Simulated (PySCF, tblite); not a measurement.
# C₂H₈BBrGe₂: geometry, infrared bands and NMR shifts

Aim: predict the infrared bands and NMR shifts of C₂H₈BBrGe₂ (`C=C[B]([GeH3])[GeH2][Br]`).

The runs use tblite 0.8.0 and PySCF 2.14.0, with density-fitted response routines of our own; the level of theory stands in each step. All values are computed, except where a source is named. Atoms count from 0, in the outputs and in this text.

### 1 Starting geometry

14 atoms, charge 0, multiplicity 1; geometry from: force field or distance geometry start.

Bonds of the start (Å): C0–C1 1.34, C1–B2 1.56, B2–Ge3 2.05, B2–Ge4 2.03, Ge4–Br5 2.33, C0–H6 1.07, C0–H7 1.09, C1–H8 1.09, Ge3–H9 1.58, Ge3–H10 1.56, Ge3–H11 1.54, Ge4–H12 1.53, Ge4–H13 1.57.

### 2 Geometry optimisation with GFN2-xTB

The job: settings as JSON, then the geometry in Å.

```
{"job": {"kind": "relax", "xc": "GFN2-xTB", "basis": "xTB"}, "charge": 0, "multiplicity": 1}
C      2.232300     0.798200    -0.816000
C      1.275400    -0.128200    -0.723800
B     -0.061600     0.097000     0.039600
Ge    -1.818500     0.373300    -0.984300
Ge    -0.269800    -0.883700     1.806400
Br    -0.654500     0.717100     3.449900
H      2.162400     1.784100    -0.410800
H      3.146200     0.545500    -1.358900
H      1.461400    -1.104200    -1.172300
H     -2.825600    -0.801800    -0.665700
H     -2.516900     1.649900    -0.425800
H     -1.574600     0.485500    -2.498500
H      0.971800    -1.729100     2.072200
H     -1.528700    -1.804000     1.666000
```

Launch:

```
$ OMP_NUM_THREADS=1 python probes_run.py task.json out
```

This one command runs all jobs of the session in turn.

The program printed:

```text
step      E/eV     max force
  0    -475.82956    1.342
  1    -475.92999    1.084
  2    -476.07713    1.136
  3    -476.14743    1.168
  4    -476.17954    0.515
  5    -476.20119    0.331
  6    -476.22096    0.435
  7    -476.23876    0.456
  8    -476.25906    0.489
  9    -476.27345    0.332
 10    -476.28258    0.299
 11    -476.28994    0.238
 12    -476.29477    0.242
 13    -476.29752    0.153
 14    -476.29906    0.112
 15    -476.30008    0.113
 16    -476.30126    0.115
 17    -476.30269    0.130
 18    -476.30406    0.090
 19    -476.30510    0.069
 20    -476.30594    0.066
 21    -476.30685    0.091
 22    -476.30804    0.100
 23    -476.30955    0.119
 24    -476.31125    0.102
 25    -476.31303    0.117
 26    -476.31491    0.117
 27    -476.31681    0.123
 28    -476.31840    0.108
 29    -476.31949    0.075
 30    -476.32026    0.081
 31    -476.32099    0.087
 32    -476.32191    0.091
 33    -476.32297    0.094
 34    -476.32399    0.091
 35    -476.32492    0.081
 36    -476.32592    0.089
 37    -476.32710    0.089
 38    -476.32834    0.106
 39    -476.32940    0.101
 40    -476.33023    0.077
 41    -476.33105    0.092
 42    -476.33204    0.106
 43    -476.33298    0.100
 44    -476.33364    0.066
 45    -476.33405    0.062
 46    -476.33438    0.055
 47    -476.33472    0.051
 48    -476.33500    0.035
 49    -476.33517    0.029
 50    -476.33527    0.023
 51    -476.33536    0.030
 52    -476.33549    0.036
 53    -476.33565    0.045
 54    -476.33580    0.030
 55    -476.33589    0.022
 56    -476.33596    0.022
 57    -476.33603    0.029
 58    -476.33612    0.036
 59    -476.33624    0.034
 60    -476.33641    0.035
 61    -476.33660    0.039
 62    -476.33681    0.037
 63    -476.33697    0.030
 64    -476.33709    0.024
 65    -476.33721    0.026
 66    -476.33736    0.033
 67    -476.33755    0.044
 68    -476.33778    0.046
 69    -476.33805    0.037
 70    -476.33836    0.042
 71    -476.33867    0.047
 72    -476.33900    0.045
 73    -476.33930    0.041
 74    -476.33958    0.045
 75    -476.33993    0.059
 76    -476.34046    0.083
 77    -476.34116    0.099
 78    -476.34152    0.095
 79    -476.34210    0.055
 80    -476.34242    0.036
 81    -476.34272    0.037
 82    -476.34302    0.059
 83    -476.34357    0.089
 84    -476.34427    0.100
 85    -476.34524    0.097
 86    -476.34622    0.078
 87    -476.34680    0.107
 88    -476.34757    0.071
 89    -476.34809    0.061
 90    -476.34868    0.053
 91    -476.34930    0.059
 92    -476.35010    0.063
 93    -476.35107    0.084
 94    -476.35221    0.097
 95    -476.35351    0.103
 96    -476.35507    0.114
 97    -476.35632    0.201
 98    -476.35907    0.142
 99    -476.36220    0.138
100    -476.36674    0.171
101    -476.36918    0.180
102    -476.37271    0.186
103    -476.37653    0.344
104    -476.38280    0.259
105    -476.38992    0.217
106    -476.39915    0.532
107    -476.40979    0.195
108    -476.42002    0.365
109    -476.42656    0.269
110    -476.42848    0.155
111    -476.42975    0.126
112    -476.43125    0.162
113    -476.43271    0.106
114    -476.43490    0.122
115    -476.43684    0.149
116    -476.43846    0.135
117    -476.43972    0.132
118    -476.44102    0.087
119    -476.44218    0.098
120    -476.44298    0.073
121    -476.44348    0.081
122    -476.44393    0.056
123    -476.44457    0.085
124    -476.44576    0.098
125    -476.44682    0.071
126    -476.44763    0.062
127    -476.44826    0.054
128    -476.44882    0.053
129    -476.44927    0.069
130    -476.44960    0.081
131    -476.44988    0.073
132    -476.45012    0.049
133    -476.45039    0.031
134    -476.45057    0.029
135    -476.45076    0.029
136    -476.45090    0.025
137    -476.45102    0.021
138    -476.45111    0.015
139    -476.45114    0.019
140    -476.45116    0.009
```

Wall time 1.1 s (1 thread of Arm Neoverse V1, shared host).

Step by step: (not every step is listed)

| step | energy from step 0 (eV) | largest force (eV/Å) |
| --- | --- | --- |
| 0 | 0.0000 | 1.3423 |
| 1 | -0.1004 | 1.0842 |
| 2 | -0.2476 | 1.1364 |
| 3 | -0.3179 | 1.1678 |
| 4 | -0.3500 | 0.5150 |
| 5 | -0.3716 | 0.3308 |
| 6 | -0.3914 | 0.4355 |
| 7 | -0.4092 | 0.4555 |
| 8 | -0.4295 | 0.4892 |
| 20 | -0.4764 | 0.0656 |
| 32 | -0.4923 | 0.0910 |
| 44 | -0.5041 | 0.0656 |
| 56 | -0.5064 | 0.0219 |
| 68 | -0.5082 | 0.0459 |
| 80 | -0.5129 | 0.0358 |
| 92 | -0.5205 | 0.0628 |
| 104 | -0.5532 | 0.2594 |
| 116 | -0.6089 | 0.1350 |
| 128 | -0.6193 | 0.0535 |
| 135 | -0.6212 | 0.0292 |
| 136 | -0.6213 | 0.0245 |
| 137 | -0.6215 | 0.0207 |
| 138 | -0.6216 | 0.0153 |
| 139 | -0.6216 | 0.0188 |
| 140 | -0.6216 | 0.0091 |

Close pairs (by a distance rule), those that changed most:

| bond | before (Å) | after (Å) | change (Å) |
| --- | --- | --- | --- |
| Ge3–H9 | 1.580 | 1.498 | -0.082 |
| Ge3–H10 | 1.559 | 1.498 | -0.060 |
| B2–Ge3 | 2.052 | 2.001 | -0.051 |
| Ge4–H13 | 1.566 | 1.520 | -0.045 |
| Ge3–H11 | 1.538 | 1.497 | -0.041 |
| C1–B2 | 1.556 | 1.530 | -0.026 |
| Ge4–Br5 | 2.326 | 2.304 | -0.022 |
| C0–H7 | 1.093 | 1.079 | -0.014 |

The end geometry stands in the next job.

### 3 Vibrational analysis with GFN2-xTB

The job: settings as JSON, then the geometry in Å.

```
{"job": {"kind": "ir", "xc": "GFN2-xTB", "basis": "xTB"}, "charge": 0, "multiplicity": 1}
C      1.817504     0.918666    -1.187987
C      1.413019    -0.077405    -0.391361
B     -0.050427    -0.279626     0.006978
Ge    -1.599190     0.417577    -1.051107
Ge    -0.398311    -1.172928     1.794356
Br     0.556142     0.145280     3.425481
H      1.103461     1.585451    -1.650612
H      2.858193     1.127238    -1.382044
H      2.190963    -0.694657     0.055110
H     -2.730284    -0.557105    -1.173611
H     -2.256098     1.598645    -0.404253
H     -1.342291     0.855222    -2.459175
H      0.251175    -2.525531     2.074663
H     -1.814534    -1.341302     2.321395
```

The program printed:

```text
mode    cm-1     km/mol
  1      -7.7      2.85
  2      39.0      4.23
  3      47.8      1.05
  4      80.2      1.09
  5      97.3      0.21
  6     134.1      1.49
  7     217.6      7.59
  8     261.0     10.99
  9     289.2      5.09
 10     343.5     27.15
 11     374.2     22.36
 12     441.7     37.08
 13     469.4     46.73
 14     535.5     14.22
 15     620.7      5.48
 16     668.8    406.29
 17     740.0      6.75
 18     817.6    425.68
 19     855.1    259.94
 20     883.3     89.77
 21     898.7    110.80
 22     931.4     13.66
 23     975.9     13.28
 24    1013.1     13.09
 25    1107.9     11.18
 26    1295.6      1.58
 27    1397.2     18.01
 28    1610.8     57.21
 29    1802.7    386.33
 30    1882.8    421.38
 31    1980.4    223.76
 32    2050.0    389.28
 33    2061.1    498.82
 34    2982.3     36.97
 35    3060.8     18.50
 36    3099.6     23.89
```

Wall time 0.54 s (1 thread of Arm Neoverse V1, shared host).

Which atoms move in the most intense modes:

| cm⁻¹ | km/mol | atoms |
| --- | --- | --- |
| 669 | 406.3 | H13 58 %, H12 35 % |
| 818 | 425.7 | H10 35 %, H11 28 %, H9 27 % |
| 855 | 259.9 | H13 46 %, H12 44 % |
| 1803 | 386.3 | H12 76 %, H13 23 % |
| 1883 | 421.4 | H13 76 %, H12 23 % |
| 1980 | 223.8 | H10 37 %, H11 31 %, H9 31 % |
| 2050 | 389.3 | H10 52 %, H9 46 % |
| 2061 | 498.8 | H11 66 %, H9 22 %, H10 10 % |

### 4 NMR shieldings: PBE0/pcSseg-1

Same as in step 3 but for these lines:

```diff
@@ -1,2 +1,2 @@
-{"job": {"kind": "ir", "xc": "GFN2-xTB", "basis": "xTB"}, "charge": 0, "multiplicity": 1}
+{"job": {"kind": "nmr", "xc": "PBE0", "basis": "pcSseg-1"}, "charge": 0, "multiplicity": 1}
 C      1.817504     0.918666    -1.187987
```

Level: GIAO PBE0/pcSseg-1 NMR shielding, non-relativistic, gas phase.

The program printed:

```text
coarse grid: 57480 points
cycle   1  E = -6832.2377462057  dE = -2.065e+00  |g| = 1.366e+00  |ddm| = 3.678e+00
cycle   2  E = -6832.2085095884  dE =  2.924e-02  |g| = 1.218e+00  |ddm| = 1.239e+00
cycle   3  E = -6832.3338936744  dE = -1.254e-01  |g| = 2.046e-01  |ddm| = 8.371e-01
cycle   4  E = -6832.3388146081  dE = -4.921e-03  |g| = 4.820e-02  |ddm| = 1.654e-01
cycle   5  E = -6832.3391058391  dE = -2.912e-04  |g| = 1.154e-02  |ddm| = 4.226e-02
cycle   6  E = -6832.3391345209  dE = -2.868e-05  |g| = 3.705e-03  |ddm| = 1.105e-02
cycle   7  E = -6832.3391376818  dE = -3.161e-06  |g| = 1.227e-03  |ddm| = 4.528e-03
final grid: 115752 points
cycle   8  E = -6832.3391251893  dE =  6.474e-07  |g| = 2.040e-03  |ddm| = 4.183e-03
cycle   9  E = -6832.3391227436  dE =  2.446e-06  |g| = 3.598e-03  |ddm| = 5.512e-03
cycle  10  E = -6832.3391263178  dE = -3.574e-06  |g| = 3.083e-04  |ddm| = 3.415e-03
cycle  11  E = -6832.3391263384  dE = -2.059e-08  |g| = 2.619e-05  |ddm| = 2.513e-04
cycle  12  E = -6832.3391263385  dE = -1.228e-10  |g| = 7.673e-06  |ddm| = 2.839e-05
converged SCF energy = -6832.3391263385

GIAO shielding tensors (ppm)
atom      isotropic    diamagn.    paramagn.     s11        s22        s33       span
  0 C       27.800     255.143    -227.342    -75.230     -0.244    158.875    234.105
  1 C       28.295     257.700    -229.405    -95.787      5.995    174.677    270.464
  2 B       -9.931     193.593    -203.525   -119.502    -39.011    128.718    248.220
  3 Ge    1682.721    2755.233   -1072.513   1610.213   1677.446   1760.503    150.290
  4 Ge    1480.487    2754.067   -1273.580   1367.978   1483.367   1590.118    222.140
  5 Br    2892.787    3124.083    -231.296   2743.412   2895.563   3039.386    295.974
  6 H       24.821      31.852      -7.030     20.111     24.490     29.863      9.753
  7 H       24.494      28.623      -4.129     21.876     24.501     27.106      5.230
  8 H       23.213      31.121      -7.908     18.608     22.252     28.778     10.170
  9 H       28.247      28.918      -0.671     21.124     24.208     39.408     18.284
 10 H       28.105      28.913      -0.809     21.693     23.498     39.124     17.431
 11 H       28.370      29.386      -1.016     21.197     23.459     40.454     19.257
 12 H       26.242      27.791      -1.549     18.960     22.076     37.689     18.729
 13 H       26.253      27.863      -1.611     19.092     22.371     37.296     18.204
```

It took 64 s on 1 thread of Arm Neoverse V1, shared host; peak memory 1.1 GiB.

The references, computed at this level on geometries of the same kind, shield at (ppm): ¹H TMS 31.72, ¹³C TMS 186.9, ¹¹B BF3·OEt2 100.1, ⁷³Ge GeMe4 1331, ⁷⁹Br HBr 2622. Their shielding less the atom's gives the shift. The references are single molecules in the gas phase. Atoms listed in one row are averaged.

| atoms | environment | σ (ppm) | δ (ppm) |
| --- | --- | --- | --- |
| C0 | terminal =CH2 carbon | 27.8 | 159.1 |
| C1 | alkene CH | 28.3 | 158.6 |
| H8 | hydrogen on an alkene CH | 23.21 | 8.50 |
| H7 | hydrogen on a terminal =CH2 carbon | 24.49 | 7.22 |
| H6 | hydrogen on a terminal =CH2 carbon | 24.82 | 6.90 |
| H12, H13 | hydrogen on a germanium bonded to B, Br | 26.25 | 5.47 |
| H9, H10, H11 | hydrogen on a germanium bonded to B | 28.24 | 3.48 |
| B2 | boron bonded to C, 2 Ge | -9.9 | 110.0 |
| Ge4 | germanium bonded to B, Br, 2 H | 1480 | -150 |
| Ge3 | germanium bonded to B, 3 H | 1683 | -352 |
| Br5 | bromine bonded to Ge | 2893 | -271 |

Charges from the same density, by scheme (e):

| atoms | Mulliken | IAO | Hirshfeld | ESP fit |
| --- | --- | --- | --- | --- |
| C0 | -0.10 | -0.20 | -0.03 | -0.23 |
| C1 | -0.41 | -0.24 | -0.12 | -0.39 |
| B2 | 0.09 | -0.20 | 0.04 | 0.43 |
| Ge3 | 0.03 | 0.32 | 0.21 | 0.05 |
| Ge4 | 0.29 | 0.49 | 0.25 | -0.13 |
| Br5 | -0.37 | -0.27 | -0.17 | -0.17 |

Mayer bond orders: C0–C1 1.88, C1–B2 1.05, B2–Ge3 0.90, B2–Ge4 0.90, Ge4–Br5 0.90.

### 5 Summary of results

| quantity | value |
| --- | --- |
| strongest single infrared mode (GFN2-xTB) | 2061 cm⁻¹, 499 km/mol |
| zero-point energy (GFN2-xTB) | 51.6 kcal/mol |
| ¹³C shifts against TMS (PBE0/pcSseg-1) | 159.1, 158.6 ppm |
| ¹H shifts against TMS (PBE0/pcSseg-1, means over atoms taken as alike) | 8.50, 7.22, 6.90, 5.47, 3.48 ppm |
| ¹¹B shifts against BF3·OEt2 (PBE0/pcSseg-1) | 110.0 ppm |
| ⁷³Ge shifts against GeMe4 (PBE0/pcSseg-1) | -150, -352 ppm |
| ⁷⁹Br shifts against HBr (PBE0/pcSseg-1) | -271 ppm |

Relaxing lowered the energy by 0.622 eV in 140 steps; the close pair that moved most is Ge3–H9, from 1.580 to 1.498 Å. The lowest mode is slightly imaginary (8i cm⁻¹), a soft motion within the noise of the Hessian, so the minimum is not strictly shown. The strongest single mode, at 2061 cm⁻¹, moves mainly H11. Unscaled tight-binding wavenumbers are off by several per cent, some by more. Its intensities can rank the bands wrongly. The most deshielded carbon is C0 (terminal =CH2 carbon), at 159.1 ppm: as expected for a trigonal carbon in a double bond. At PBE0/pcSseg-1: The widest tensor belongs to Br5: span 296 ppm, with a paramagnetic part of -231 ppm. Spin-orbit coupling is left out, which matters for shieldings and couplings at and beside the heavy atoms.
